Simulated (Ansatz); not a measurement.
# KCaCl3 (Pm-3m): relaxation of cell and ions in Python

What cell does KCaCl3 (Pm-3m) relax to? Wanted for KCaCl3 (Pm-3m): a relaxation of cell and ions.

All numbers are computed with Ansatz 0.2.0 through its Python package. Level of theory: DFT PBEsol, plane waves, PAW.

**1. Starting point**

The structure is cubic, space group Pm-3m (No. 221). The conventional cell has a = 5.394 Å, b = 5.394 Å, c = 5.394 Å, α = 90.00°, β = 90.00°, γ = 90.00°. K (site symmetry m-3m) has 12 Cl at 3.81 Å as nearest neighbours. Ca (site symmetry m-3m) has 6 Cl at 2.70 Å as nearest neighbours. Around Cl (site symmetry 4/mmm) lie 2 Ca at 2.70 Å and 4 K at 3.81 Å.

Input file kcacl3.cif:

```cif
data_KCaCl3
_cell_length_a 5.393523
_cell_length_b 5.393523
_cell_length_c 5.393523
_cell_angle_alpha 90.00000
_cell_angle_beta 90.00000
_cell_angle_gamma 90.00000
_symmetry_space_group_name_H-M 'P 1'
_symmetry_Int_Tables_number 1
loop_
_symmetry_equiv_pos_as_xyz
'x, y, z'
loop_
_atom_site_label
_atom_site_type_symbol
_atom_site_fract_x
_atom_site_fract_y
_atom_site_fract_z
K1 K    0.000000    0.000000    0.000000
Ca2 Ca    0.500000    0.500000    0.500000
Cl3 Cl    0.000000    0.500000    0.500000
Cl4 Cl    0.500000    0.000000    0.500000
Cl5 Cl    0.500000    0.500000    0.000000
```

**2. Script**

Contents of kcacl3_vcrelax.py:

```python
'''Variable-cell relaxation of KCaCl3.'''

import json
import logging
import sys
import warnings

import ansatz as az
from ase import Atoms
from ase.io import write
from ase.io import read
import matplotlib.pyplot as plt
import numpy as np

logging.basicConfig(stream=sys.stdout, format='%(name)s: %(message)s')
log = logging.getLogger('ansatz_job')
log.setLevel(logging.INFO)

FUNCTIONAL = 'pbesol'
CUTOFF = 470
OCCUPATIONS = 'fixed'
FMAX = 0.05

def edges_and_angles(cell):
    cell = np.asarray(cell)
    a, b, c = np.linalg.norm(cell, axis=1)
    cosines = cell[1] @ cell[2] / (b * c), cell[0] @ cell[2] / (a * c), cell[0] @ cell[1] / (a * b)
    return (a, b, c, *np.degrees(np.arccos(cosines)))

warnings.simplefilter('ignore', az.DeckWarning)

atoms = read('kcacl3.cif')
system = az.Crystal.from_ase(atoms)

# every cell quantity that the symmetry leaves free
setup = (
    system.calculation()
    .functional(FUNCTIONAL)
    .basis(CUTOFF)  # plane waves up to this kinetic energy
    .kpoints(3, center='gamma')  # symmetry reduces this mesh to its irreducible points
    .occupations(OCCUPATIONS)
    .relax(force_tolerance=FMAX, cell=True)
)
result = setup.run(threads=1, pin='off', events_out='kcacl3.ndjson')
with open('kcacl3.ndjson') as stream:
    events = [json.loads(line) for line in stream]
steps = [e['data'] for e in events if e['event'] == 'relax_step']
rep = result.report
log.info('step   energy (eV)     max force (eV/A)   P (GPa)  SCF')
for s in steps:
    log.info(f'{s["step"]:4d} {s["lagrangian_ev"]:15.5f} {s["allowed_force_max_ev_ang"]:12.4f} {s["pressure_gpa"]:10.3f} {s["n_scf"]:5d}')

first, last = steps[0], steps[-1]
symbols = [site.symbol for site in result.lattice.sites]
log.info(f'energy gained {first["lagrangian_ev"] - last["lagrangian_ev"]:.4f} eV in {len(steps) - 1} steps')
for label, vectors in (('before', first['cell_ang']), ('after', result.lattice.cell_ang)):
    print(label, 'a b c (A) {:.4f} {:.4f} {:.4f}  angles {:.2f} {:.2f} {:.2f}'.format(*edges_and_angles(vectors)), f' V = {abs(np.linalg.det(vectors)):.3f} A^3')
print('final stress (GPa):', np.round(np.diag(rep['stress_gpa']), 3) + 0.0)

relaxed = Atoms(symbols, positions=[site.position_ang for site in result.lattice.sites], cell=result.lattice.cell_ang, pbc=True)
write('relaxed.cif', relaxed, format='cif')

fig, (top, bottom) = plt.subplots(2, 1, sharex=True, figsize=(4.5, 4))
top.plot([s['lagrangian_ev'] - last['lagrangian_ev'] for s in steps], 'o-')
top.set_ylabel('E - E(final) (eV)')
bottom.semilogy([max(s['allowed_force_max_ev_ang'], 1e-6) for s in steps], 's-')
bottom.set(xlabel='step', ylabel='largest force (eV/A)')
fig.tight_layout()
fig.savefig('relax.png', dpi=100)

energy = rep['free_energy_ev']
log.info('KCaCl3: {:.6f} eV = {:.6f} Ry = {:.6f} Ha'.format(energy, energy / 13.605693, energy / 27.211386))
log.info('Fermi level {:.4f} eV, {} k-points, {} symmetry operations'.format(rep['fermi_energy_ev'], rep['n_kpoints'], rep['n_symmetry_ops']))
```

**3. The run**

The run is started by

```
python kcacl3_vcrelax.py
```

Q: Predict the main results. Wanted: free energy; moves of the relaxation; energy gained; last largest force component; relaxed conventional cell; space group at the end.

As calculated:

| quantity | value |
| --- | --- |
| free energy | -6503.1869 eV (-1300.6374 eV/atom) |
| moves of the relaxation | 2 |
| energy gained (ahead of the last change of basis) | 5.7 meV/atom |
| last largest force component | 0.0000 eV/Å |
| relaxed conventional cell | a = 5.303 Å, b = 5.303 Å, c = 5.303 Å, α = 90.00°, β = 90.00°, γ = 90.00° |
| space group at the end | Pm-3m |

In words: Over 2 moves the cell shrank by 4.9 % in volume, and the space group stayed Pm-3m. Reading the output:
- Forces vanish by symmetry, so the ions can't move, and the end may be a saddle.
- The Fermi level of a run with fixed occupations marks the highest occupied state on its mesh, not mid-gap.
- An absolute Fermi energy rests on an arbitrary zero of the periodic potential and has no direct meaning.
- Energies along a relaxation are free energies. Rows at an unchanged volume are solved on a plane-wave basis chosen afresh for that cell, so the energy jumps there and such rows are no steps of the walk.
- This cell is a computed structure, which may not be the phase found in nature.
